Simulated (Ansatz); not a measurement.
# GeH2ClO (SMILES [O][GeH2][Cl]): UHF/def2-SVPD

What is the vertical ionisation energy of GeH2ClO at UHF/def2-SVPD? 

The results are computed with Ansatz 0.2.0.

74 further runs of the same task are left out: 1 that didn't finish, 73 set aside as unsound or not needed.

## Step 1: The molecule

The species is GeH2ClO (5 atoms), meant as a doublet with charge 0. SMILES: `[O][GeH2][Cl]`. Geometry: relaxed at PBE0-D4/def2-TZVP.

Bond lengths: O1–Ge2 1.781 Å, Ge2–Cl3 2.144 Å, Ge2–H4 1.531 Å, Ge2–H5 1.531 Å. Angles: O1–Ge2–Cl3 110.8°, O1–Ge2–H4 106.5°, O1–Ge2–H5 106.5°, Cl3–Ge2–H4 108.2°, Cl3–Ge2–H5 108.2°, H4–Ge2–H5 116.7°.

## Step 2: A single-point energy at UHF/def2-SVPD

The input, input.yaml:

```yaml
crystal:
  periodic: [false, false, false]
  atoms:
    - symbol: O
      position_ang: [-0.272400, -0.591800, 1.625500]
    - symbol: Ge
      position_ang: [0.123700, -0.081200, -0.034500]
    - symbol: Cl
      position_ang: [-1.347100, 1.290100, -0.778900]
    - symbol: H
      position_ang: [0.081000, -1.343800, -0.899000]
    - symbol: H
      position_ang: [1.464600, 0.653000, 0.045400]
basis:
  gaussian:
    orbitals: def2-SVPD
magnetization:
  spin_polarized: true
  initial_magnetization: 1
hamiltonian:
  xc: hf
accuracy: high
output: {orbitals: {seedname: orbitals}}
```

Run with:

```sh
$ ansatz run input.yaml --threads 1 --pin off --max-ram 3480MiB --events-out events.jsonl --progress --plain --runs-dir runs
```

Log:

```text
Warning: RAYON_NUM_THREADS=1 ignored (pool sized by the plan → 1); use --threads N
Functional definition: HF
  name "HF"
  exchange = exact_x
  correlation = 0
1996 factors; integrals over basis functions are off by at most 4.4e-9 eV
mean field evaluation 1: about -71023.3580 eV, gradient 3.6e1 eV
mean field evaluation 2: about -71023.3878 eV, gradient 3.6e1 eV
mean field evaluation 4: about -71032.2728 eV, gradient 9.5e0 eV
mean field evaluation 8: about -71033.8090 eV, gradient 6.5e-1 eV
mean field evaluation 16: about -71033.8179 eV, gradient 2.4e-8 eV
mean field evaluation 32: about -71033.7678 eV, gradient 1.3e-1 eV
mean field evaluation 64: about -71026.2797 eV, gradient 2.6e1 eV
mean field evaluation 96: about -71032.9076 eV, gradient 8.7e0 eV
mean field evaluation 128: about -71033.8154 eV, gradient 3.7e-1 eV
mean field -71033.81792168 eV, -2610.4446601707 hartree, gradient 3.1e-8 eV, S^2 0.758602; 3 other end points of the search recorded, 0 dependent functions left out
reference -71033.81792168 eV, -2610.4446601707 hartree; 30, 29 occupied and 74, 75 virtual orbitals, 1996 factors
Total energy: -71033.81792168 eV, -2610.4446601707 hartree
```

Run time: 26 s. Hardware: 1 thread of Intel Xeon Platinum 8259CL at 2.50GHz (Skylake/Cascade Lake), shared host; peak memory 0.57 GiB.

## Step 3: The singlet cation

The input, job.yaml:

```yaml
crystal:
  periodic: [false, false, false]
  atoms:
    - symbol: O
      position_ang: [-0.272400, -0.591800, 1.625500]
    - symbol: Ge
      position_ang: [0.123700, -0.081200, -0.034500]
    - symbol: Cl
      position_ang: [-1.347100, 1.290100, -0.778900]
    - symbol: H
      position_ang: [0.081000, -1.343800, -0.899000]
    - symbol: H
      position_ang: [1.464600, 0.653000, 0.045400]
basis:
  gaussian: {orbitals: def2-SVPD}
total_charge: 1
hamiltonian: {xc: hf}
accuracy: high
output: {orbitals: {seedname: orbitals}}
```

Run with:

```sh
$ ansatz run job.yaml --threads 1 --pin off --max-ram 3480MiB --events-out events.jsonl --progress --plain --runs-dir runs
```

Log:

```text
Warning: RAYON_NUM_THREADS=1 ignored (pool sized by the plan → 1); use --threads N
[... 4 set-up lines as earlier in the session ...]
1996 factors; integrals over basis functions are off by at most 4.5e-9 eV
mean field evaluation 1: about -71001.1271 eV, gradient 7.5e1 eV
mean field evaluation 2: about -71001.1703 eV, gradient 7.5e1 eV
mean field evaluation 4: about -71017.7396 eV, gradient 1.7e1 eV
mean field evaluation 8: about -71020.0538 eV, gradient 1.1e0 eV
mean field evaluation 16: about -71020.0680 eV, gradient 2.5e-8 eV
mean field evaluation 32: about -71019.7405 eV, gradient 1.3e0 eV
mean field evaluation 64: about -71019.7469 eV, gradient 9.8e-2 eV
mean field evaluation 96: about -71019.6624 eV, gradient 1.0e0 eV
mean field evaluation 128: about -71003.4117 eV, gradient 5.6e1 eV
mean field -71020.06803946 eV, -2609.9393613190 hartree, gradient 5.5e-8 eV, S^2 0.000000; 2 other end points of the search recorded, 0 dependent functions left out
reference -71020.06803946 eV, -2609.9393613190 hartree; 29, 29 occupied and 75, 75 virtual orbitals, 1996 factors
Total energy: -71020.06803946 eV, -2609.9393613190 hartree
```

Run time: 16 s. Hardware: 1 thread of Intel Xeon Platinum 8259CL at 2.50GHz (Skylake/Cascade Lake), shared host; peak memory 0.4 GiB.

## Step 4: What came out

At UHF/def2-SVPD:

| quantity | value |
| --- | --- |
| doublet GeH2ClO: total energy | -2610.44466 Eh |
| doublet GeH2ClO: HOMO energy (highest over α and β) | -12.55 eV |
| doublet GeH2ClO: LUMO energy (lowest over α and β) | 1.16 eV |
| doublet GeH2ClO: ⟨S²⟩ | 0.759 |
| singlet cation: total energy | -2609.93936 Eh |
| singlet cation: HOMO energy | -17.80 eV |
| singlet cation: LUMO energy | -10.70 eV |
| singlet cation: HOMO–LUMO gap | 7.10 eV |
| vertical ionisation energy (to the singlet cation) | 13.750 eV |

**Reading.** Removing an electron at fixed nuclei costs 13.75 eV (1327 kJ/mol). Only the singlet of the ionised species was computed; a triplet could lie lower.
